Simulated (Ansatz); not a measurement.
**C₂H₁₀O₄Si₂: basis-set convergence**

An exercise on one series of results from a longer session: the logs are not shown, and one member is left open.

The runs use Ansatz 0.2.0, Gaussian basis; one geometry, several basis sets.

Levels to be run: PBE0-D4/def2-SVP; ωB97M-V/def2-SVP; PBE0-D4/def2-QZVPP; ωB97M-V/def2-QZVPP; the functionals' def2-TZVPP values are taken from earlier runs.

**Structure used throughout**

The geometry comes from an earlier relaxation with PBE0-D4 in a triple-zeta def2 set; it is a stationary point, not always the lowest conformer.

SMILES `C[SiH](O)O[Si](C)(O)O`, 18 atoms, charge 0, spin multiplicity 1.

Atoms are counted from 1 here; the program's logs count them from 0.

Bond lengths: C1–Si2 1.856 Å, C1–H9 1.094 Å, C1–H10 1.093 Å, C1–H11 1.093 Å, Si2–O3 1.641 Å, Si2–O4 1.636 Å, Si2–H12 1.482 Å, O3–H13 0.958 Å, O4–Si5 1.633 Å, Si5–C6 1.845 Å, Si5–O7 1.641 Å, Si5–O8 1.637 Å, C6–H14 1.093 Å, C6–H15 1.092 Å, C6–H16 1.092 Å, O7–H17 0.958 Å, O8–H18 0.958 Å. Angles: Si2–C1–H9 111.1°, Si2–C1–H10 111.2°, Si2–C1–H11 110.2°, H9–C1–H10 108.2°, H9–C1–H11 107.6°, H10–C1–H11 108.5°, C1–Si2–O3 112.3°, C1–Si2–O4 108.9°, C1–Si2–H12 112.1°, O3–Si2–O4 109.5°, O3–Si2–H12 104.4°, O4–Si2–H12 109.6°, Si2–O3–H13 118.0°, Si2–O4–Si5 145.5°, O4–Si5–C6 110.2°, O4–Si5–O7 106.9°, O4–Si5–O8 111.9°, C6–Si5–O7 113.8° and more.

Coordinates:

```xyz
18

C     2.4855    0.1395    0.6286
Si    0.8549    0.8247    1.1906
O     0.7410    0.9005    2.8259
O    -0.3463   -0.1190    0.6037
Si   -1.0986   -0.6595   -0.7412
C    -1.9504    0.7349   -1.5973
O    -2.1103   -1.8629   -0.2694
O    -0.0444   -1.3098   -1.8110
H     2.6384   -0.8752    1.0078
H     3.3150    0.7612    0.9738
H     2.5193    0.0925   -0.4632
H     0.6525    2.2222    0.7410
H     0.9166    0.1033    3.3270
H    -1.2247    1.4717   -1.9504
H    -2.5133    0.3727   -2.4599
H    -2.6432    1.2416   -0.9216
H    -2.4529   -1.8104    0.6234
H     0.2234   -2.2168   -1.6561
```

Set-up of the first run:

Contents of in.yaml:

```yaml
crystal:
  periodic: [false, false, false]
  atoms:
    - {symbol: C, position_ang: [2.485529, 0.139516, 0.628601]}
    - {symbol: Si, position_ang: [0.854887, 0.824664, 1.190621]}
    - {symbol: O, position_ang: [0.740958, 0.900459, 2.825909]}
    - {symbol: O, position_ang: [-0.346333, -0.118953, 0.603724]}
    - {symbol: Si, position_ang: [-1.098623, -0.659537, -0.741161]}
    - {symbol: C, position_ang: [-1.950446, 0.734927, -1.597329]}
    - {symbol: O, position_ang: [-2.110297, -1.862870, -0.269366]}
    - {symbol: O, position_ang: [-0.044365, -1.309778, -1.811036]}
    - {symbol: H, position_ang: [2.638380, -0.875210, 1.007819]}
    - {symbol: H, position_ang: [3.315032, 0.761180, 0.973835]}
    - {symbol: H, position_ang: [2.519268, 0.092519, -0.463207]}
    - {symbol: H, position_ang: [0.652515, 2.222225, 0.740959]}
    - {symbol: H, position_ang: [0.916559, 0.103291, 3.327007]}
    - {symbol: H, position_ang: [-1.224674, 1.471682, -1.950385]}
    - {symbol: H, position_ang: [-2.513259, 0.372722, -2.459895]}
    - {symbol: H, position_ang: [-2.643163, 1.241649, -0.921629]}
    - {symbol: H, position_ang: [-2.452858, -1.810382, 0.623450]}
    - {symbol: H, position_ang: [0.223391, -2.216805, -1.656119]}
basis:
  gaussian: {orbitals: def2-SVP}
hamiltonian: {xc: pbe0, dispersion: d4}
output: {orbitals: {seedname: orbitals}}
```

Among the steps run: PBE0-D4 in def2-SVP; ωB97M-V in def2-SVP; PBE0-D4 in def2-QZVPP; ωB97M-V in def2-QZVPP.

One of the session's tables, all rows but one given; the rest of the session is left out.

It belongs to the step «Density functionals: the series». 

| functional | basis | HOMO (eV) | LUMO (eV) |
| --- | --- | --- | --- |
| PBE0-D4 | def2-SVP | ? | ? |
| PBE0-D4 | def2-TZVPP | -8.35 | 0.57 |
| PBE0-D4 | def2-QZVPP | -8.38 | 0.12 |
| ωB97M-V | def2-SVP | -10.48 | 2.83 |
| ωB97M-V | def2-TZVPP | -10.64 | 1.93 |
| ωB97M-V | def2-QZVPP | -10.67 | 1.22 |

Q: Estimate the row for PBE0-D4, def2-SVP from the others.

As computed: HOMO (eV): -8.21; LUMO (eV): 1.26. In the column «HOMO (eV)» it is the highest.
